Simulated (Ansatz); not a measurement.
# CH6Ge + AsH3: a complex and its separated parts, part 2 of 2

Ansatz 0.2.0, Gaussian basis. Earlier steps stand in the parts before.

## (13) CAM-B3LYP-D4/def2-TZVPP

The inputs:

parta/in.yaml

```yaml
crystal:
  periodic: [false, false, false]
  atoms:
    - {symbol: Ge, position_ang: [-1.553670, 0.120699, 0.381687]}
    - {symbol: C, position_ang: [-0.065264, 1.321571, 0.776578]}
    - {symbol: H, position_ang: [-1.661239, -0.120950, -1.134733]}
    - {symbol: H, position_ang: [-1.348667, -1.236032, 1.079355]}
    - {symbol: H, position_ang: [-2.879203, 0.728316, 0.874825]}
    - {symbol: H, position_ang: [0.873158, 0.887337, 0.430128]}
    - {symbol: H, position_ang: [0.006016, 1.494400, 1.851008]}
    - {symbol: H, position_ang: [-0.210813, 2.280625, 0.278202]}
basis:
  gaussian: {orbitals: def2-TZVPP}
hamiltonian: {xc: {name: CAM-B3LYP}, dispersion: d4}
```

partb/in.yaml

```yaml
crystal:
  periodic: [false, false, false]
  atoms:
    - {symbol: H, position_ang: [0.980550, -2.073841, -0.351608]}
    - {symbol: As, position_ang: [1.942577, -1.830320, -1.505124]}
    - {symbol: H, position_ang: [2.805484, -0.906376, -0.658172]}
    - {symbol: H, position_ang: [1.111170, -0.665427, -2.022044]}
basis:
  gaussian: {orbitals: def2-TZVPP}
hamiltonian: {xc: {name: CAM-B3LYP}, dispersion: d4}
```

Each run has its own folder and the same command.

On the command line:

```sh
$ ansatz run in.yaml --threads 8 --pin off --events-out ev --progress --plain --max-ram 19148MiB
```

Log of parta, shortened:

```text
Functional definition: CAM-B3LYP
  name "CAM-B3LYP"
  cite "Yanai, Tew & Handy, Chem. Phys. Lett. 393, 51 (2004) doi:10.1016/j.cplett.2004.06.011"
  cite "Iikura, Tsuneda, Yanai & Hirao, J. Chem. Phys. 115, 3540 (2001) doi:10.1063/1.1383587"
  cite "Becke, Phys. Rev. A 38, 3098 (1988) doi:10.1103/PhysRevA.38.3098"
  cite "Lee, Yang & Parr, Phys. Rev. B 37, 785 (1988) doi:10.1103/PhysRevB.37.785"
[...]
923 factors; their error is unknown
246 factors; integrals over basis functions are off by at most 9.4e-6 eV
[...]
mean field -57656.05997542 eV, -2118.8211234157 hartree, gradient 7.7e-5 eV, S^2 0.000000; 0 other end points of the search recorded, 0 dependent functions left out
reference -57656.06009603 eV, -2118.8211278478 hartree; 22, 22 occupied and 141, 141 virtual orbitals, 923 factors
Total energy: -57656.14534903 eV, -2118.8242608381 hartree
```

Log of partb, shortened:

```text
[... 6 set-up lines as earlier in the session ...]
[...]
  # Exact exchange under (alpha + beta erf(omega r))/r, Becke's under what is left of 1/r.
[...]
586 factors; their error is unknown
134 factors; integrals over basis functions are off by at most 9.6e-6 eV
[...]
mean field -60893.16888113 eV, -2237.7826815091 hartree, gradient 8.5e-5 eV, S^2 0.000000; 0 other end points of the search recorded, 0 dependent functions left out
reference -60893.16897818 eV, -2237.7826850756 hartree; 18, 18 occupied and 72, 72 virtual orbitals, 586 factors
Total energy: -60893.19585570 eV, -2237.7836728063 hartree
```

They took 0.8 s (parta), 0.35 s (partb) on 8 threads of Intel Xeon Platinum 8259CL at 2.50GHz, shared host.

## (14) wB97X-V/def2-TZVPP

The same edit goes into each in.yaml of step 13 (parta, partb):

```diff
-hamiltonian: {xc: {name: CAM-B3LYP}, dispersion: d4}
+hamiltonian: {xc: {name: wB97X-V}}
```

The same command starts each run, in its folder.

On the command line:

```sh
$ ansatz run in.yaml --threads 8 --pin off --events-out ev --progress --plain --max-ram 19148MiB
```

Log of parta, shortened:

```text
Functional definition: wB97X-V
  name "wB97X-V"
  cite "Mardirossian & Head-Gordon, Phys. Chem. Chem. Phys. 16, 9904 (2014) doi:10.1039/C3CP54374A"
[... 2 set-up lines as earlier in the session ...]
[...]
      + integral(e_c_pw_opposite_spin*poly(b97_u_opposite, cos0, cos1)) + vv10(b, c)
923 factors; their error is unknown
229 factors; integrals over basis functions are off by at most 8.5e-6 eV
[...]
mean field -57648.00474975 eV, -2118.5250993321 hartree, gradient 6.5e-5 eV, S^2 0.000000; 0 other end points of the search recorded, 0 dependent functions left out
reference -57648.00474793 eV, -2118.5250992654 hartree; 22, 22 occupied and 141, 141 virtual orbitals, 923 factors
Total energy: -57648.00474793 eV, -2118.5250992654 hartree
```

partb printed, shortened:

```text
[... 5 set-up lines as earlier in the session ...]
[...]
      + integral(e_c_pw_opposite_spin*poly(b97_u_opposite, cos0, cos1)) + vv10(b, c)
586 factors; their error is unknown
123 factors; integrals over basis functions are off by at most 2.9e-5 eV
[...]
mean field -60884.22849471 eV, -2237.4541283681 hartree, gradient 3.0e-5 eV, S^2 0.000000; 0 other end points of the search recorded, 0 dependent functions left out
reference -60884.22849339 eV, -2237.4541283197 hartree; 18, 18 occupied and 72, 72 virtual orbitals, 586 factors
Total energy: -60884.22849339 eV, -2237.4541283197 hartree
```

Times: 1.6 s (parta), 0.6 s (partb) on 8 threads of Intel Xeon Platinum 8259CL at 2.50GHz, shared host.

## (15) wB97M-V/def2-TZVPP

The same edit goes into each in.yaml of step 14 (parta, partb):

```diff
-hamiltonian: {xc: {name: wB97X-V}}
+hamiltonian: {xc: {name: wB97M-V}}
```

Each run has its own folder and the same command.

On the command line:

```sh
$ ansatz run in.yaml --threads 8 --pin off --events-out ev --progress --plain --max-ram 19148MiB
```

Log of parta, shortened:

```text
Functional definition: wB97M-V
  name "wB97M-V"
  cite "Mardirossian & Head-Gordon, J. Chem. Phys. 144, 214110 (2016) doi:10.1063/1.4952647"
[... 2 set-up lines as earlier in the session ...]
  # Of w^i u^j: cxij and so on, Table III.
[...]
  gx(w, u) = 1 - cx + cx01*u + cx10*w
[...]
      + integral(e_c_pw_mod_opposite_spin*gos(b97_w_opposite, b97_u_opposite)) + vv10(b, c)
920 factors; their error is unknown
229 factors; integrals over basis functions are off by at most 8.5e-6 eV
[...]
mean field -57649.15084167 eV, -2118.5672174335 hartree, gradient 1.3e-5 eV, S^2 0.000000; 0 other end points of the search recorded, 0 dependent functions left out
reference -57649.15088548 eV, -2118.5672190436 hartree; 22, 22 occupied and 141, 141 virtual orbitals, 920 factors
Total energy: -57649.15088548 eV, -2118.5672190436 hartree
```

Output in partb, shortened:

```text
[... 5 set-up lines as earlier in the session ...]
  # Of w^i u^j: cxij and so on, Table III.
[...]
  gx(w, u) = 1 - cx + cx01*u + cx10*w
[...]
      + integral(e_c_pw_mod_opposite_spin*gos(b97_w_opposite, b97_u_opposite)) + vv10(b, c)
581 factors; their error is unknown
123 factors; integrals over basis functions are off by at most 2.9e-5 eV
[...]
mean field -60886.05492654 eV, -2237.5212485000 hartree, gradient 7.2e-6 eV, S^2 0.000000; 0 other end points of the search recorded, 0 dependent functions left out
reference -60886.05495846 eV, -2237.5212496731 hartree; 18, 18 occupied and 72, 72 virtual orbitals, 581 factors
Total energy: -60886.05495846 eV, -2237.5212496731 hartree
```

Wall times: 1.7 s (parta), 0.65 s (partb) on 8 threads of Intel Xeon Platinum 8259CL at 2.50GHz, shared host.

## (16) B2PLYP/def2-TZVPP

The same edit goes into each in.yaml of step 15 (parta, partb):

```diff
-hamiltonian: {xc: {name: wB97M-V}}
+hamiltonian: {xc: {name: B2PLYP}}
```

One command serves all of them, each in its own folder.

On the command line:

```sh
$ ansatz run in.yaml --threads 8 --pin off --events-out ev --progress --plain --max-ram 19148MiB
```

parta printed, shortened:

```text
Functional definition: B2PLYP
  name "B2PLYP"
  cite "Grimme, J. Chem. Phys. 124, 034108 (2006) doi:10.1063/1.2148954"
[... 2 set-up lines as earlier in the session ...]
[...]
951 factors; integrals over basis functions are off by at most 1.1e-3 eV
[...]
mean field -57638.16275464 eV, -2118.1634126830 hartree, gradient 2.9e-6 eV, S^2 0.000000; 0 other end points of the search recorded, 0 dependent functions left out
10 core orbitals not correlated: weight in the atoms' cores, before any rotation towards them, 1.000 or more for the frozen orbitals, at most 0.000 for the correlated occupied ones
reference -57638.16291120 eV, -2118.1634184366 hartree; 12, 12 occupied and 141, 141 virtual orbitals, 951 factors
second order -15.00819499 eV of doubles, -0.00000000 eV of singles
Total energy: -57642.21512385 eV, -2118.3123345047 hartree
```

partb printed, shortened:

```text
[... 5 set-up lines as earlier in the session ...]
[...]
537 factors; integrals over basis functions are off by at most 9.5e-4 eV
[...]
mean field -60877.05015513 eV, -2237.1903292545 hartree, gradient 9.7e-7 eV, S^2 0.000000; 0 other end points of the search recorded, 0 dependent functions left out
9 core orbitals not correlated: weight in the atoms' cores, before any rotation towards them, 1.000 or more for the frozen orbitals, at most 0.000 for the correlated occupied ones
reference -60877.05028154 eV, -2237.1903339000 hartree; 9, 9 occupied and 72, 72 virtual orbitals, 537 factors
second order -9.43939674 eV of doubles, -0.00000000 eV of singles
Total energy: -60879.59891867 eV, -2237.2839945867 hartree
```

They took 1.1 s (parta), 0.4 s (partb) on 8 threads of Intel Xeon Platinum 8259CL at 2.50GHz, shared host.

## (17) PBE-QIDH/def2-TZVPP

Each input of step 16 (parta, partb) changes in the same lines:

```diff
-hamiltonian: {xc: {name: B2PLYP}}
+hamiltonian: {xc: {name: PBE-QIDH}}
```

Each run has its own folder and the same command.

On the command line:

```sh
$ ansatz run in.yaml --threads 8 --pin off --events-out ev --progress --plain --max-ram 19148MiB
```

Log of parta, shortened:

```text
Functional definition: PBE-QIDH
  name "PBE-QIDH"
  cite "Brémond, Sancho-García, Pérez-Jiménez & Adamo, J. Chem. Phys. 141, 031101 (2014) doi:10.1063/1.4890314"
[... 1 set-up line as earlier in the session ...]
[...]
951 factors; integrals over basis functions are off by at most 1.1e-3 eV
[...]
mean field -57631.21410730 eV, -2117.9080546034 hartree, gradient 3.0e-6 eV, S^2 0.000000; 0 other end points of the search recorded, 0 dependent functions left out
10 core orbitals not correlated: weight in the atoms' cores, before any rotation towards them, 1.000 or more for the frozen orbitals, at most 0.000 for the correlated occupied ones
reference -57631.21411894 eV, -2117.9080550310 hartree; 12, 12 occupied and 141, 141 virtual orbitals, 951 factors
second order -13.94853198 eV of doubles, -0.00000000 eV of singles
Total energy: -57635.86362960 eV, -2118.0789213962 hartree
```

partb printed, shortened:

```text
[... 4 set-up lines as earlier in the session ...]
[...]
537 factors; integrals over basis functions are off by at most 9.5e-4 eV
[...]
mean field -60870.65565793 eV, -2236.9553358167 hartree, gradient 2.7e-6 eV, S^2 0.000000; 0 other end points of the search recorded, 0 dependent functions left out
9 core orbitals not correlated: weight in the atoms' cores, before any rotation towards them, 1.000 or more for the frozen orbitals, at most 0.000 for the correlated occupied ones
reference -60870.65566688 eV, -2236.9553361454 hartree; 9, 9 occupied and 72, 72 virtual orbitals, 537 factors
second order -8.78947667 eV of doubles, -0.00000000 eV of singles
Total energy: -60873.58549243 eV, -2237.0630052487 hartree
```

Wall times: 1.1 s (parta), 0.4 s (partb) on 8 threads of Intel Xeon Platinum 8259CL at 2.50GHz, shared host.

## (18) RPA on PBE/def2-TZVPP

The same edit goes into each in.yaml of step 17 (parta, partb):

```diff
-hamiltonian: {xc: {name: PBE-QIDH}}
+hamiltonian: {xc: pbe}
+correlation: {method: rpa}
```

The same command starts each run, in its folder.

On the command line:

```sh
$ ansatz run in.yaml --threads 8 --pin off --events-out ev --progress --plain --max-ram 19148MiB
```

parta printed, shortened:

```text
[... 4 set-up lines as earlier in the session ...]
[...]
951 factors; integrals over basis functions are off by at most 1.1e-3 eV
[...]
mean field -57642.97365567 eV, -2118.3402100351 hartree, gradient 3.9e-6 eV, S^2 0.000000; 0 other end points of the search recorded, 0 dependent functions left out
10 core orbitals not correlated: weight in the atoms' cores, before any rotation towards them, 1.000 or more for the frozen orbitals, at most 0.000 for the correlated occupied ones
reference -57598.34485459 eV, -2116.7001318459 hartree; 12, 12 occupied and 141, 141 virtual orbitals, 951 factors
Total energy: -57619.41367365 eV, -2117.4743966651 hartree
```

Output in partb, shortened:

```text
[... 4 set-up lines as earlier in the session ...]
[...]
537 factors; integrals over basis functions are off by at most 9.5e-4 eV
[...]
mean field -60880.50695135 eV, -2237.3173641725 hartree, gradient 5.5e-7 eV, S^2 0.000000; 0 other end points of the search recorded, 0 dependent functions left out
9 core orbitals not correlated: weight in the atoms' cores, before any rotation towards them, 1.000 or more for the frozen orbitals, at most 0.000 for the correlated occupied ones
reference -60842.13935461 eV, -2235.9073809985 hartree; 9, 9 occupied and 72, 72 virtual orbitals, 537 factors
Total energy: -60855.12622715 eV, -2236.3846397617 hartree
```

They took 0.95 s (parta), 0.4 s (partb) on 8 threads of Intel Xeon Platinum 8259CL at 2.50GHz, shared host.

## (19) CCSD(T)/def2-TZVPP

The same edit goes into each in.yaml of step 18 (parta, partb):

```diff
-hamiltonian: {xc: pbe}
-correlation: {method: rpa}
+correlation: {method: ccsd_t}
```

Each run has its own folder and the same command.

On the command line:

```sh
$ ansatz run in.yaml --threads 8 --pin off --events-out ev --progress --plain --max-ram 19148MiB
```

Output in parta, shortened:

```text
Functional definition: HF
  name "HF"
  cite "Fock, Z. Phys. 61, 126 (1930) doi:10.1007/BF01340294"
[... 1 set-up line as earlier in the session ...]
[...]
951 factors; integrals over basis functions are off by at most 1.1e-3 eV
[...]
mean field -57599.36908002 eV, -2116.7377714360 hartree, gradient 2.2e-6 eV, S^2 0.000000; 0 other end points of the search recorded, 0 dependent functions left out
10 core orbitals not correlated: weight in the atoms' cores, before any rotation towards them, 1.000 or more for the frozen orbitals, at most 0.000 for the correlated occupied ones
reference -57599.36908002 eV, -2116.7377714360 hartree; 12, 12 occupied and 141, 141 virtual orbitals, 951 factors
second order -12.37880453 eV of doubles, -0.00000000 eV of singles
cycle   1  -12.71083686 eV  change   -3.3e-1 eV  update   8.0e-2
[...]
cycle   8  -13.17073007 eV  change   -6.4e-6 eV  update   1.4e-5
perturbative correction -0.43788581 eV, -0.0160920066 hartree
Total energy: -57612.97769590 eV, -2117.2378788455 hartree
```

Output in partb, shortened:

```text
[... 4 set-up lines as earlier in the session ...]
[...]
537 factors; integrals over basis functions are off by at most 9.5e-4 eV
[...]
mean field -60842.78530924 eV, -2235.9311193936 hartree, gradient 2.2e-6 eV, S^2 0.000000; 1 other end points of the search recorded, 0 dependent functions left out
9 core orbitals not correlated: weight in the atoms' cores, before any rotation towards them, 1.000 or more for the frozen orbitals, at most 0.000 for the correlated occupied ones
reference -60842.78530924 eV, -2235.9311193936 hartree; 9, 9 occupied and 72, 72 virtual orbitals, 537 factors
second order -7.80811585 eV of doubles, -0.00000000 eV of singles
cycle   1  -7.98530106 eV  change   -1.8e-1 eV  update   6.8e-2
[...]
cycle   8  -8.29534125 eV  change   -1.6e-5 eV  update   1.7e-5
perturbative correction -0.26432337 eV, -0.0097137046 hartree
Total energy: -60851.34497386 eV, -2236.2456812664 hartree
```

Wall times: 5.5 s (parta), 0.7 s (partb) on 8 threads of Intel Xeon Platinum 8259CL at 2.50GHz, shared host; peak memory 1.3 GiB.

## (20) Vibrations of CH6Ge

Contents of vib-parta/in.yaml:

```yaml
crystal:
  periodic: [false, false, false]
  atoms:
    - {symbol: Ge, position_ang: [-1.553670, 0.120699, 0.381687]}
    - {symbol: C, position_ang: [-0.065264, 1.321571, 0.776578]}
    - {symbol: H, position_ang: [-1.661239, -0.120950, -1.134733]}
    - {symbol: H, position_ang: [-1.348667, -1.236032, 1.079355]}
    - {symbol: H, position_ang: [-2.879203, 0.728316, 0.874825]}
    - {symbol: H, position_ang: [0.873158, 0.887337, 0.430128]}
    - {symbol: H, position_ang: [0.006016, 1.494400, 1.851008]}
    - {symbol: H, position_ang: [-0.210813, 2.280625, 0.278202]}
basis:
  gaussian: {orbitals: def2-TZVP}
hamiltonian: {xc: pbe0, dispersion: d4}
phonons: {temperatures: {t_min: 298.15, t_max: 900, t_step: 200}}
```

On the command line:

```sh
$ ansatz run in.yaml --threads 8 --pin off --events-out ev --progress --plain --max-ram 19148MiB
```

What it wrote, shortened:

```text
[... 5 set-up lines as earlier in the session ...]
[...]
845 factors; their error is unknown
[...]
mean field -57644.80041836 eV, -2118.4073423258 hartree, gradient 4.0e-5 eV, S^2 0.000000; 0 other end points of the search recorded, 0 dependent functions left out
[...]
Atom 5 at     0.873158     0.887337     0.430128 Å, force     0.001610    -0.000513    -0.000723 eV/Å
Atom 6 at     0.006016     1.494400     1.851008 Å, force     0.000786    -0.000598     0.000323 eV/Å
Atom 7 at    -0.210813     2.280625     0.278202 Å, force     0.000095     0.000062    -0.000438 eV/Å
Dipole moment:     0.115028     0.092823     0.030509 e Å
Vibrations: 163.72 490.14 490.19 609.70 842.17 846.16 846.19 899.85 899.88 1266.68 1458.29 1458.38 2147.53 2148.09 2148.16 3066.65 3157.88 3158.30 cm⁻¹, zero-point energy 1.617867 eV
```

It took 19 s on 8 threads of Intel Xeon Platinum 8259CL at 2.50GHz, shared host.

Wavenumbers and character of the modes:

```csv
mode,wavenumber (cm⁻¹),character
1,164,torsion
2,490,bend
3,490,bend
4,610,Ge–C stretch
5,842,bend
6,846,bend with wag or twist
7,846,bend with wag or twist
8,900,bend
9,900,bend
10,1267,bend
11,1458,bend
12,1458,bend
13,2148,Ge–H stretch
14,2148,Ge–H stretch
15,2148,Ge–H stretch
16,3067,C–H stretch
17,3158,C–H stretch
18,3158,C–H stretch
```

Vibrational sums (real modes only):

```csv
T (K),entropy (J/mol/K),heat capacity (J/mol/K)
298,21.6,35.7
498,47.0,63.7
698,71.8,83.6
898,94.7,98.3
```

## (21) Vibrations of AsH3

Contents of vib-partb/in.yaml:

```yaml
crystal:
  periodic: [false, false, false]
  atoms:
    - {symbol: H, position_ang: [0.980550, -2.073841, -0.351608]}
    - {symbol: As, position_ang: [1.942577, -1.830320, -1.505124]}
    - {symbol: H, position_ang: [2.805484, -0.906376, -0.658172]}
    - {symbol: H, position_ang: [1.111170, -0.665427, -2.022044]}
basis:
  gaussian: {orbitals: def2-TZVP}
hamiltonian: {xc: pbe0, dispersion: d4}
phonons: {temperatures: {t_min: 298.15, t_max: 900, t_step: 200}}
```

On the command line:

```sh
$ ansatz run in.yaml --threads 8 --pin off --events-out ev --progress --plain --max-ram 19148MiB
```

What it wrote, shortened:

```text
[... 5 set-up lines as earlier in the session ...]
[...]
555 factors; their error is unknown
[...]
mean field -60882.34396866 eV, -2237.3848733135 hartree, gradient 5.8e-6 eV, S^2 0.000000; 0 other end points of the search recorded, 0 dependent functions left out
[...]
Atom 1 at     1.942577    -1.830320    -1.505124 Å, force     0.001019     0.002773     0.003126 eV/Å
Atom 2 at     2.805484    -0.906376    -0.658172 Å, force     0.002154    -0.000879    -0.001448 eV/Å
Atom 3 at     1.111170    -0.665427    -2.022044 Å, force    -0.001236    -0.000320    -0.001041 eV/Å
Dipole moment:    -0.026047     0.051487     0.041350 e Å
Vibrations: 921.23 1017.98 1018.08 2215.55 2229.00 2229.29 cm⁻¹, zero-point energy 0.597053 eV
```

It took 4.2 s on 8 threads of Intel Xeon Platinum 8259CL at 2.50GHz, shared host.

The modes, with what each moves most:

```
mode  wavenumber (cm⁻¹)     character
   1                921          bend
   2               1018          bend
   3               1018          bend
   4               2216  As–H stretch
   5               2229  As–H stretch
   6               2229  As–H stretch
```

Vibrational sums (real modes only):

```
T (K)  entropy (J/mol/K)  heat capacity (J/mol/K)
  298                1.3                      5.0
  498                6.2                     14.9
  698               12.6                     23.3
  898               19.3                     29.8
```

## (22) Complex less separated parts

The complex's own energies come from single points at the same levels.

Rows are in def2-TZVPP; times add the 3 runs of a level on a shared host, so small differences are noise.

Differences are taken before rounding.

| method | rung | complex less parts (kcal/mol) | from CCSD(T) (kcal/mol) | time |
| --- | --- | --- | --- | --- |
| SPW92 | LDA | -2.35 | -0.92 | 1.4 s |
| PBE-D4 | GGA | -1.84 | -0.40 | 2 s |
| BLYP-D4 | GGA | -1.50 | -0.06 | 2 s |
| r2SCAN-D4 | meta-GGA | -1.24 | +0.20 | 3.5 s |
| B97M-V | meta-GGA | -1.41 | +0.02 | 6.1 s |
| PBE0-D4 | hybrid | -1.70 | -0.26 | 2.9 s |
| B3LYP-D4 | hybrid | -1.58 | -0.15 | 2.8 s |
| r2SCAN0-D4 | hybrid | -1.35 | +0.09 | 4.2 s |
| BHLYP-D4 | hybrid | -1.67 | -0.24 | 2.9 s |
| CAM-B3LYP-D4 | range-separated hybrid | -1.48 | -0.04 | 3.4 s |
| wB97X-V | range-separated hybrid | -1.41 | +0.03 | 6.3 s |
| wB97M-V | range-separated hybrid | -1.45 | -0.02 | 6.8 s |
| B2PLYP | double hybrid | -0.23 | +1.21 | 4.8 s |
| PBE-QIDH | double hybrid | -0.85 | +0.59 | 4.9 s |
| RPA on PBE | RPA | -1.13 | +0.31 | 4 s |
| Hartree-Fock | wavefunction | 0.95 | +2.38 |  |
| MP2 | wavefunction | -1.55 | -0.12 |  |
| CCSD | wavefunction | -1.11 | +0.32 |  |
| CCSD(T) | wavefunction | -1.44 | 0 | 90 s |

Among the levels timed on like hardware and quicker than the yardstick, those that no quicker one beats, quickest first: SPW92 (1.4 s, -0.92 kcal/mol); PBE-D4 (2 s, -0.40 kcal/mol); BLYP-D4 (2 s, -0.06 kcal/mol); CAM-B3LYP-D4 (3.4 s, -0.04 kcal/mol); B97M-V (6.1 s, +0.02 kcal/mol); wB97M-V (6.8 s, -0.02 kcal/mol).

wB97M-V reaches 0.02 kcal/mol from the reference in 6.8 s, where CCSD(T) took 90 s; the quickest level in the cost chart, SPW92, takes 1.4 s and misses by 0.92 kcal/mol.

The complex's zero-point energy, from a separate PBE0-D4 run, is 2.237 eV.

## (23) Results

This closing draws on all 2 parts.

| quantity | value |
| --- | --- |
| complex less parts, CCSD(T)/def2-TZVPP | -1.44 kcal/mol |
| with zero-point energy | -0.93 kcal/mol |
| largest T1 diagnostic | 0.013 |

In words: At CCSD(T) the complex lies 1.44 kcal/mol below its parts. Among the functionals wB97M-V lands nearest to CCSD(T) (-0.02 kcal/mol) and B2PLYP farthest (+1.21 kcal/mol). B97M-V is as near within the digits shown. Mean unsigned error by rung: LDA 0.92, GGA 0.23, meta-GGA 0.11, hybrid 0.18, range-separated hybrid 0.03, double hybrid 0.90 kcal/mol. The double hybrids carry no dispersion term here, unlike the levels marked D4 or V. PBE-D4 gives a relative energy 0.40 kcal/mol too low, an error of 28 % of the reference. No counterpoise was applied, and triple zeta lacks some correlation, so the CCSD(T) reference has a basis error of its own, and close matches with it are partly luck.
